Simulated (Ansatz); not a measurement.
# Si17Ge7: the cost of one run

Method: DFT r2SCAN, scalar-relativistic, plane waves, PAW, in Ansatz 0.2.0.

## 1. The system as given

The cell holds 24 atoms (Ge7Si17): a = 7.736 Å, b = 7.736 Å, c = 9.556 Å, α = 90.36°, β = 89.66°, γ = 119.12°.

The sites of an ideal diamond lattice, at a guessed lattice constant, take 17 Si, 7 Ge (sublattices apart by semicolons), with a shake of 0.02 Å. Warren-Cowley parameters of the first shell (negative: unlike neighbours preferred): Ge-Si +0.19. In a cell this small the draw can fall short of the order aimed at.

The coordinates stand in the first input below.

## 2. Single point of the final cell

input.yaml reads:

```yaml
crystal:
  lattice:
    - [-5.5072034031, -5.4324165212, 0.035123541]
    - [-0.0344147616, 5.4317077418, 5.5083515583]
    - [-5.5293612704, 5.4896979295, -5.5319269844]
  atoms:
    - { symbol: Si, position: [0.0030476975, 0.9968782655, 0.0005833004] }
    - { symbol: Si, position: [0.3353127875, 0.1650954788, 0.6671735443] }
    - { symbol: Si, position: [0.6684735689, 0.3391296401, 0.334753093] }
    - { symbol: Si, position: [0.5013409639, 0.5006029119, 0.9975854996] }
    - { symbol: Si, position: [0.0018375228, 0.5055165354, 0.0021259973] }
    - { symbol: Si, position: [0.8341571088, 0.6668892262, 0.6691182197] }
    - { symbol: Si, position: [0.3346641367, 0.6700513408, 0.6686149739] }
    - { symbol: Si, position: [0.1627764899, 0.8316814261, 0.3380804577] }
    - { symbol: Si, position: [0.3314542402, 0.1698552703, 0.9145880065] }
    - { symbol: Si, position: [0.6644598827, 0.338389126, 0.5826973857] }
    - { symbol: Si, position: [0.5021198399, 0.4994329744, 0.2447723657] }
    - { symbol: Si, position: [0.9977831223, 0.5049231968, 0.2497530429] }
    - { symbol: Si, position: [0.3309090168, 0.6642385136, 0.9165857707] }
    - { symbol: Si, position: [0.8334147574, 0.6673432546, 0.9161302275] }
    - { symbol: Si, position: [0.6651139863, 0.8296749031, 0.5864457306] }
    - { symbol: Si, position: [0.1652113518, 0.8337581515, 0.5856354313] }
    - { symbol: Si, position: [0.0022028679, 0.997601763, 0.2481461012] }
    - { symbol: Ge, position: [0.4950988188, 0.9986086031, 0.0003352701] }
    - { symbol: Ge, position: [0.8304558975, 0.1665202516, 0.6647386913] }
    - { symbol: Ge, position: [0.1676146246, 0.3342292387, 0.3272136173] }
    - { symbol: Ge, position: [0.669072573, 0.8297905024, 0.3348102333] }
    - { symbol: Ge, position: [0.8369479, 0.1695980666, 0.9205618105] }
    - { symbol: Ge, position: [0.1713790884, 0.336563103, 0.5827072963] }
    - { symbol: Ge, position: [0.4968155405, 0.0028518722, 0.2553443299] }
  symmetry: { detect: false }
basis:
  ecutwfc: 500
kpoints:
  mp_grid: { grid: [3, 3, 2] }
hamiltonian:
  xc: r2scan
scf:
  occupations: { method: gaussian, width: 0.1 }
  lower_state_search: "off"
output:
  forces: true
  stress: true
  eigenvalues: true
relax:
  adjacent_minimum: "off"
  f_tol: 0.04
  max_steps: 25
  cell: { stress_tol: 0.3 }
```

Command:

```console
$ ansatz run input.yaml --threads 4 --pin off --max-ram 9216MiB --backend cpu --events-out ev --progress --plain --runs-dir out
```

**Question.** How long does this run take on 4 threads of Intel Xeon Platinum 8488C (Sapphire Rapids), shared host, and how much memory does it need?

About 97 s, with a peak of 2.5 GiB.
